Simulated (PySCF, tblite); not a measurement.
# C₃H₁₁ClO₂Si₂: geometry, infrared bands and NMR shifts

What infrared bands and NMR shifts should C₃H₁₁ClO₂Si₂ (`C[SiH2]O[C@H](CCl)O[SiH3]`) show?

Programs: tblite 0.8.0 and PySCF 2.14.0, with density-fitted response routines of our own. Each step states its level of theory. These are calculated values for one molecule in the gas phase, unless marked as measured. Atoms count from 0, in the outputs and in this text.

## (1) The starting structure

19 atoms, charge 0, multiplicity 1; geometry from: force field or distance geometry start.

Bonds of the start (Å): C0–Si1 1.90, Si1–O2 1.68, O2–C3 1.39, C3–C4 1.52, C4–Cl5 1.79, C3–O6 1.40, O6–Si7 1.69, C0–H8 1.10, C0–H9 1.13, C0–H10 1.09, Si1–H11 1.48, Si1–H12 1.45, C3–H13 1.10, C4–H14 1.11, C4–H15 1.09, Si7–H16 1.47, Si7–H17 1.46, Si7–H18 1.47.

## (2) Optimising the geometry with GFN2-xTB

What the job is given:

```
{"job": {"kind": "relax", "xc": "GFN2-xTB", "basis": "xTB"}, "charge": 0, "multiplicity": 1}
C      3.248200    -0.225300     0.401500
Si     1.472700    -0.808000     0.060000
O      0.498200     0.527200     0.352500
C     -0.779800     0.470700    -0.201600
C     -0.875500     1.678200    -1.117500
Cl     0.385200     1.569200    -2.388500
O     -1.673700     0.569300     0.867500
Si    -2.743600    -0.739300     0.937300
H      3.988200    -0.744400    -0.217200
H      3.215600     0.868600     0.121800
H      3.404700    -0.299300     1.480700
H      1.172800    -1.970900     0.928500
H      1.350100    -1.265200    -1.314300
H     -0.989500    -0.464200    -0.747600
H     -0.714600     2.577200    -0.482000
H     -1.867200     1.661000    -1.579800
H     -2.294300    -1.763300    -0.016400
H     -4.107600    -0.329400     0.610800
H     -2.699700    -1.302800     2.296600
```

Run with:

```
$ OMP_NUM_THREADS=1 python probes_run.py task.json out
```

The driver reads the jobs from task.json and runs them one after another.

**Question.** This job is followed by: GFN2-xTB harmonic vibrations, gas phase; GIAO PBE0/pcSseg-1 NMR shielding, non-relativistic, gas phase. What will the session give for the following? strongest single infrared mode (GFN2-xTB); zero-point energy (GFN2-xTB); 13C shifts against TMS (PBE0/pcSseg-1); 1H shifts against TMS (PBE0/pcSseg-1, means over atoms taken as alike); 29Si shifts against TMS (PBE0/pcSseg-1); 17O shifts against H2O (PBE0/pcSseg-1); 35Cl shifts against HCl (PBE0/pcSseg-1).

The runs gave:

| quantity | value |
| --- | --- |
| strongest single infrared mode (GFN2-xTB) | 2237 cm⁻¹, 414 km/mol |
| zero-point energy (GFN2-xTB) | 82.5 kcal/mol |
| 13C shifts against TMS (PBE0/pcSseg-1) | 98.9, 54.9, -3.4 ppm |
| 1H shifts against TMS (PBE0/pcSseg-1, means over atoms taken as alike) | 5.45, 5.22, 5.15, 4.72, 3.59, 3.54, 0.38 ppm |
| 29Si shifts against TMS (PBE0/pcSseg-1) | -11.2, -46.9 ppm |
| 17O shifts against H2O (PBE0/pcSseg-1) | 72.6, 71.7 ppm |
| 35Cl shifts against HCl (PBE0/pcSseg-1) | 56 ppm |

Relaxing lowered the energy by 0.803 eV in 256 steps; the close pair that moved most is O6–Si7, from 1.692 to 1.639 Å. The lowest mode is slightly imaginary (8i cm⁻¹), a soft motion within the noise of the Hessian, so the minimum is not strictly shown. The strongest single mode, at 2237 cm⁻¹, moves mainly H18 and H16. GFN2-xTB is a fitted tight-binding method: band positions and strengths are rough. Its intensities can rank the bands wrongly. At PBE0/pcSseg-1: The largest span, 301 ppm, is at Cl5, where the paramagnetic term is -253 ppm.
